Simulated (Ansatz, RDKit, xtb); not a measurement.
# C5H7BO: ranking a sample of isomers, part 1 of 2

A sample of isomers of C5H7BO is drawn. Aim: find which of them has the lowest free energy at 298.15 K, then its properties. The sample is small against all isomers, and the most stable one of this formula need not be in it.

Plan: many cheap relaxations first (GFN2-xTB), then density-functional screening, relaxation at B3LYP-D3(BJ)/def2-SVP, vibrations (at GFN2-xTB) and a final energy. The numbers are computed, not measured.

## Step 1: Drawing up candidates

Isomers were taken from a list of plausible structures; this is a sample, not all of them. That gives 3 candidates.

| label | SMILES | spin |
| --- | --- | --- |
| c187 | COC1=CC=CB1 | singlet |
| c688 | COC1=CBC=C1 | singlet |
| c952 | COB1C=CC=C1 | singlet |

Candidates are built by distance geometry, with a force field where one applies, in up to four conformers (letters a to d).

## Step 2: Cheap relaxation of all starts

All 5 starts are relaxed the same way. One of them, c688b (taken from a list of positional isomers, embedded by distance geometry and UFF), in full:

Contents of start.xyz:

```xyz
14
c688b
C     -0.833675    -0.635045     2.810873
C      0.014000    -0.827866     0.499942
C      0.758535     0.287344     0.531834
C      0.917574    -0.890204    -1.583778
C      0.148998    -1.533896    -0.765614
B      1.374162     0.415010    -0.870637
O     -0.706312    -1.285493     1.573881
H     -1.528190    -1.180879     3.528873
H     -1.264190     0.396516     2.708980
H      0.129611    -0.494587     3.317053
H      0.850173     1.017330     1.336906
H      2.169793     1.237278    -1.273670
H      1.121254    -1.173901    -2.606036
H     -0.373588    -2.418907    -0.945252
```

The run is started by

```
$ xtb start.xyz --gfn 2 --opt
```

What it wrote, cut to the lines that bear on the results:

```text
* xtb version 6.7.1
[...]
          :  # basis functions                  35          :
[...]
          :  # electrons                        36          :
[...]
          :  Hamiltonian                  GFN2-xTB          :
[...]
          :  net charge                          0          :
          :  unpaired electrons                  0          :
[...]
   *** convergence criteria satisfied after 13 iterations ***
[...]
   *** GEOMETRY OPTIMIZATION CONVERGED AFTER 8 ITERATIONS ***
[...]
   *** convergence criteria satisfied after 3 iterations ***
[...]
         ::                     SUMMARY                     ::
         :::::::::::::::::::::::::::::::::::::::::::::::::::::
         :: total energy             -19.496349224586 Eh    ::
         :: gradient norm              0.000331467401 Eh/a0 ::
         :: HOMO-LUMO gap              1.731459941651 eV    ::
         ::.................................................::
         :: SCC energy               -19.769681252351 Eh    ::
         :: -> isotropic ES            0.033031935359 Eh    ::
         :: -> anisotropic ES          0.005442768224 Eh    ::
         :: -> anisotropic XC          0.006701284345 Eh    ::
         :: -> dispersion             -0.008824804190 Eh    ::
         :: repulsion energy           0.273332027766 Eh    ::
         :: add. restraining           0.000000000000 Eh    ::
         :: total charge               0.000000000000 e     ::
         :::::::::::::::::::::::::::::::::::::::::::::::::::::
[...]
        18        2.0000           -0.3599223              -9.7940 (HOMO)
        19                         -0.2962923              -8.0625 (LUMO)
[...]
     #   Z          covCN         q      C6AA      α(0)
     1   6 C        3.654     0.034    20.298     6.469
     2   6 C        2.939     0.151    24.731     8.156
     3   6 C        2.846    -0.185    32.832     9.391
     4   6 C        2.855    -0.114    30.892     9.110
     5   6 C        2.949    -0.043    29.072     8.843
     6   5 B        2.829     0.237    17.738     7.034
     7   8 O        1.705    -0.239    17.953     5.721
     8   1 H        0.925     0.062     2.172     2.305
     9   1 H        0.924     0.049     2.332     2.388
    10   1 H        0.924     0.049     2.333     2.388
    11   1 H        0.926     0.015     2.803     2.618
    12   1 H        0.940    -0.087     5.109     3.534
    13   1 H        0.926     0.031     2.579     2.511
    14   1 H        0.926     0.040     2.454     2.450
[...]
molecular dipole:
                 x           y           z       tot (Debye)
 q only:       -0.118       0.131       0.458
   full:       -0.283      -0.009       0.632       1.761
molecular quadrupole (traceless):
[...]
          | TOTAL ENERGY              -19.496349224586 Eh   |
          | GRADIENT NORM               0.000331467401 Eh/α |
          | HOMO-LUMO GAP               1.731459941651 eV   |
           -------------------------------------------------
[...]
```

It took 0.062 s on 2 threads of Intel Xeon 6975P-C (Granite Rapids), shared host.

## Step 3: Distinct minima at GFN2-xTB

5 of the 5 relaxations converged. 5 distinct structures remain:

| label | start | SMILES after | spin | energy (kcal/mol) |
| --- | --- | --- | --- | --- |
| c952a | drawn | COB1C=CC=C1 | singlet | 0.0 |
| c688b | drawn | COC1=CBC=C1 | singlet | 21.4 |
| c688a | drawn | COC1=CBC=C1 | singlet | 24.1 |
| c187b | drawn | COC1=CC=CB1 | singlet | 25.7 |
| c187a | drawn | COC1=CC=CB1 | singlet | 27.8 |

## Step 4: Second filter: single points

A choice of the minima (the low ones first, few conformers of a pattern, up to a cap) and the lowest that fell apart get a single point at r2SCAN-D4/def2-SVP on the tight-binding geometry, and one at HF/STO-3G for comparison. The lowest singlets are also tried as triplets at the same geometry (label ending in t). The first, c952a:

Contents of input.yaml:

```yaml
crystal:
  periodic: [false, false, false]
  atoms:
    - {symbol: C, position_ang: [-1.449673, 2.256335, 1.856649]}
    - {symbol: C, position_ang: [-0.326687, 1.410121, -1.040620]}
    - {symbol: C, position_ang: [0.086605, 0.521403, -1.948819]}
    - {symbol: C, position_ang: [0.057855, -0.859580, -1.429168]}
    - {symbol: C, position_ang: [-0.376191, -0.910199, -0.166678]}
    - {symbol: B, position_ang: [-0.694297, 0.581723, 0.269642]}
    - {symbol: O, position_ang: [-1.157836, 0.941929, 1.455366]}
    - {symbol: H, position_ang: [-2.506364, 2.308882, 2.130549]}
    - {symbol: H, position_ang: [-1.242258, 2.982258, 1.067591]}
    - {symbol: H, position_ang: [-0.845598, 2.492939, 2.736065]}
    - {symbol: H, position_ang: [-0.372276, 2.468788, -1.242618]}
    - {symbol: H, position_ang: [0.413497, 0.733613, -2.955706]}
    - {symbol: H, position_ang: [0.362682, -1.693721, -2.042168]}
    - {symbol: H, position_ang: [-0.470362, -1.825321, 0.392799]}
basis:
  gaussian: {orbitals: def2-SVP}
hamiltonian: {xc: r2scan, dispersion: d4}
scf: {lower_state_search: "off"}
output: {orbitals: {seedname: orbitals}}
```

The run is started by

```
$ ansatz run input.yaml --threads 2 --pin off --max-ram 5220MiB --events-out events.jsonl --progress --plain --runs-dir runs
```

What it wrote, cut to the lines that bear on the results:

```text
Warning: RAYON_NUM_THREADS=2 ignored (pool sized by the plan → 2); use --threads N
Functional definition: r2SCAN
  name "r2SCAN"
[...]
1493 factors; their error is unknown
[...]
mean field -8011.40948250 eV, -294.4138681536 hartree, gradient 6.6e-6 eV, S^2 0.000000; 0 other end points of the search recorded, 0 dependent functions left out
reference -8011.40949378 eV, -294.4138685679 hartree; 25, 25 occupied and 108, 108 virtual orbitals, 1493 factors
Total energy: -8011.49108806 eV, -294.4168671023 hartree
Checks for a lower state left out: stability, starts, cluster_reference, orbital_swaps, neighbouring_geometries, increment
```

Run time: 1.9 s. Hardware: 2 threads of Intel Xeon 6975P-C (Granite Rapids), shared host; peak memory 0.18 GiB.

Relative energies in kcal/mol, each column from its lowest structure that stays in one piece:

| label | SMILES | spin | GFN2-xTB | HF/STO-3G | r2SCAN-D4/def2-SVP |
| --- | --- | --- | --- | --- | --- |
| c952a | COB1C=CC=C1 | singlet | 0.0 | 0.0 | 0.0 |
| c688b | COC1=CBC=C1 | singlet | 21.4 | 38.1 | 36.0 |
| c952at | COB1C=CC=C1 | triplet | – | – | 40.5 |
| c688a | COC1=CBC=C1 | singlet | 24.1 | 42.4 | 41.4 |
| c187b | COC1=CC=CB1 | singlet | 25.7 | 44.8 | 44.7 |
| c187a | COC1=CC=CB1 | singlet | 27.8 | 46.6 | 48.1 |
| c688bt | COC1=CBC=C1 | triplet | – | – | 69.6 |

## Step 5: Third filter: density-functional geometries

3 candidates are relaxed at B3LYP-D3(BJ)/def2-SVP (chosen among the lowest in one piece, with other spins of them). The first, c952a:

Contents of input.yaml:

```yaml
crystal:
  periodic: [false, false, false]
  atoms:
    - symbol: C
      position_ang: [-1.449673, 2.256335, 1.856649]
    - symbol: C
      position_ang: [-0.326687, 1.410121, -1.040620]
    - symbol: C
      position_ang: [0.086605, 0.521403, -1.948819]
    - symbol: C
      position_ang: [0.057855, -0.859580, -1.429168]
    - symbol: C
      position_ang: [-0.376191, -0.910199, -0.166678]
    - symbol: B
      position_ang: [-0.694297, 0.581723, 0.269642]
    - symbol: O
      position_ang: [-1.157836, 0.941929, 1.455366]
    - symbol: H
      position_ang: [-2.506364, 2.308882, 2.130549]
    - symbol: H
      position_ang: [-1.242258, 2.982258, 1.067591]
    - symbol: H
      position_ang: [-0.845598, 2.492939, 2.736065]
    - symbol: H
      position_ang: [-0.372276, 2.468788, -1.242618]
    - symbol: H
      position_ang: [0.413497, 0.733613, -2.955706]
    - symbol: H
      position_ang: [0.362682, -1.693721, -2.042168]
    - symbol: H
      position_ang: [-0.470362, -1.825321, 0.392799]
basis:
  gaussian: {orbitals: def2-SVP}
hamiltonian: {xc: {name: B3LYP}, dispersion: d3bj}
scf: {lower_state_search: "off"}
relax: {f_tol: 0.006}
```

The run is started by

```
$ ansatz run input.yaml --threads 2 --pin off --max-ram 5220MiB --events-out events.jsonl --progress --plain --runs-dir runs
```

What it wrote, cut to the lines that bear on the results:

```text
Warning: RAYON_NUM_THREADS=2 ignored (pool sized by the plan → 2); use --threads N
[...]
Functional definition: B3LYP
  name "B3LYP"
[...]
1526 factors; integrals over basis functions are off by at most 3.6e-4 eV
[...]
mean field -8016.48804437 eV, -294.6005018597 hartree, gradient 5.2e-6 eV, S^2 0.000000; 0 other end points of the search recorded, 0 dependent functions left out
[...]
reference -8016.48830271 eV, -294.6005113535 hartree; 25, 25 occupied and 108, 108 virtual orbitals, 1526 factors
relax step   1: F+E_penalty+E_count = -8017.02351858 eV  Δ(F+E_penalty+E_count) = +0.000e0 eV  max|allowed force component| = 1.111e0 eV/Å  Δτ_max = 0.0000 Å  (16 SCF iters, accepted)
[...]
relax step   6: F+E_penalty+E_count = -8017.10093734 eV  Δ(F+E_penalty+E_count) = -3.128e-5 eV  max|allowed force component| = 1.103e-2 eV/Å  Δτ_max = 0.0021 Å  (14 SCF iters, accepted)
[...]
Atom 5 at    -0.694434     0.552973     0.262245 Å, force     0.000183     0.001085    -0.000449 eV/Å
Atom 6 at    -1.161047     0.922588     1.467221 Å, force    -0.000051     0.000669     0.000405 eV/Å
Atom 7 at    -2.505066     2.336023     2.120005 Å, force     0.000183     0.000445     0.000252 eV/Å
Atom 8 at    -1.230187     2.969336     1.028180 Å, force    -0.000010     0.000096    -0.000157 eV/Å
Atom 9 at    -0.833460     2.520938     2.719386 Å, force    -0.000063    -0.000360    -0.000639 eV/Å
Atom 10 at    -0.393053     2.505966    -1.210990 Å, force     0.000086    -0.000326     0.000128 eV/Å
Atom 11 at     0.414612     0.778747    -2.955370 Å, force     0.000063     0.000308     0.000106 eV/Å
Atom 12 at     0.375786    -1.713828    -2.055504 Å, force     0.000147    -0.000136     0.000050 eV/Å
Atom 13 at    -0.474393    -1.875635     0.407615 Å, force    -0.000098     0.000106     0.000276 eV/Å
Dipole moment:    -0.043312     0.304114     0.025492 e Å
Checks for a lower state left out: stability, starts, cluster_reference, orbital_swaps, neighbouring_geometries, increment
```

It took 16 s on 2 threads of Intel Xeon 6975P-C (Granite Rapids), shared host; peak memory 0.34 GiB.

Energy change by step (eV): 0.0000, -0.0711, -0.0769, -0.0770, -0.0774, -0.0774, -0.0774.

After the run. Bond lengths: C2–C3 1.349 Å, C3–C4 1.507 Å, C4–C5 1.347 Å, C2–B6 1.593 Å, C5–B6 1.588 Å, C1–O7 1.414 Å, B6–O7 1.344 Å, C1–H8 1.101 Å, C1–H9 1.101 Å, C1–H10 1.101 Å, C2–H11 1.092 Å, C3–H12 1.095 Å, C4–H13 1.095 Å, C5–H14 1.091 Å. Some angles: C2–C3–C4 112.6°, C3–C2–B6 104.7°, C3–C4–C5 112.0°, C4–C5–B6 105.3°, C2–B6–C5 105.4°, C2–B6–O7 130.2°, C5–B6–O7 124.4°, C1–O7–B6 124.4°, C2–C3–H12 125.9°, C4–C3–H12 121.5°.

## Step 6: Ranking at B3LYP-D3(BJ)/def2-SVP

| label | spin | r2SCAN-D4/def2-SVP (kcal/mol) | B3LYP-D3(BJ)/def2-SVP, relaxed (kcal/mol) | time |
| --- | --- | --- | --- | --- |
| c952a | singlet | 0.0 | 0.0 | 16 s |
| c952at | triplet | 40.5 | 29.5 | 44 s |
| c688b | singlet | 36.0 | 37.1 | 15 s |

c952a: Bond lengths: C2–C3 1.349 Å, C3–C4 1.507 Å, C4–C5 1.347 Å, C2–B6 1.593 Å, C5–B6 1.588 Å, C1–O7 1.414 Å, B6–O7 1.344 Å, C1–H8 1.101 Å, C1–H9 1.101 Å, C1–H10 1.101 Å, C2–H11 1.092 Å, C3–H12 1.095 Å, C4–H13 1.095 Å, C5–H14 1.091 Å. Some angles: C2–C3–C4 112.6°, C3–C2–B6 104.7°, C3–C4–C5 112.0°, C4–C5–B6 105.3°, C2–B6–C5 105.4°, C2–B6–O7 130.2°, C5–B6–O7 124.4°, C1–O7–B6 124.4°, C2–C3–H12 125.9°, C4–C3–H12 121.5°.

c952at: Bond lengths: C2–C3 1.450 Å, C3–C4 1.386 Å, C4–C5 1.449 Å, C2–B6 1.557 Å, C5–B6 1.550 Å, C1–O7 1.407 Å, B6–O7 1.363 Å, C1–H8 1.103 Å, C1–H9 1.103 Å, C1–H10 1.103 Å, C2–H11 1.093 Å, C3–H12 1.093 Å, C4–H13 1.093 Å, C5–H14 1.093 Å. Some angles: C2–C3–C4 111.4°, C3–C2–B6 106.8°, C3–C4–C5 111.3°, C4–C5–B6 107.1°, C2–B6–C5 103.5°, C2–B6–O7 131.2°, C5–B6–O7 125.3°, C1–O7–B6 123.7°, C2–C3–H12 124.7°, C4–C3–H12 124.0°.

c688b: Bond lengths: C2–C3 1.367 Å, C2–C5 1.514 Å, C4–C5 1.342 Å, C3–B6 1.540 Å, C4–B6 1.610 Å, C1–O7 1.420 Å, C2–O7 1.329 Å, C1–H8 1.097 Å, C1–H9 1.102 Å, C1–H10 1.102 Å, C3–H11 1.089 Å, B6–H12 1.206 Å, C4–H13 1.092 Å, C5–H14 1.094 Å. Some angles: C2–C3–B6 104.8°, C3–C2–C5 113.3°, C3–C2–O7 131.0°, C5–C2–O7 115.7°, C2–C5–C4 110.0°, C5–C4–B6 105.9°, C3–B6–C4 105.9°, C1–O7–C2 117.6°, C2–C3–H11 124.5°, B6–C3–H11 130.7°.

(Continued in part 2 of 2.)
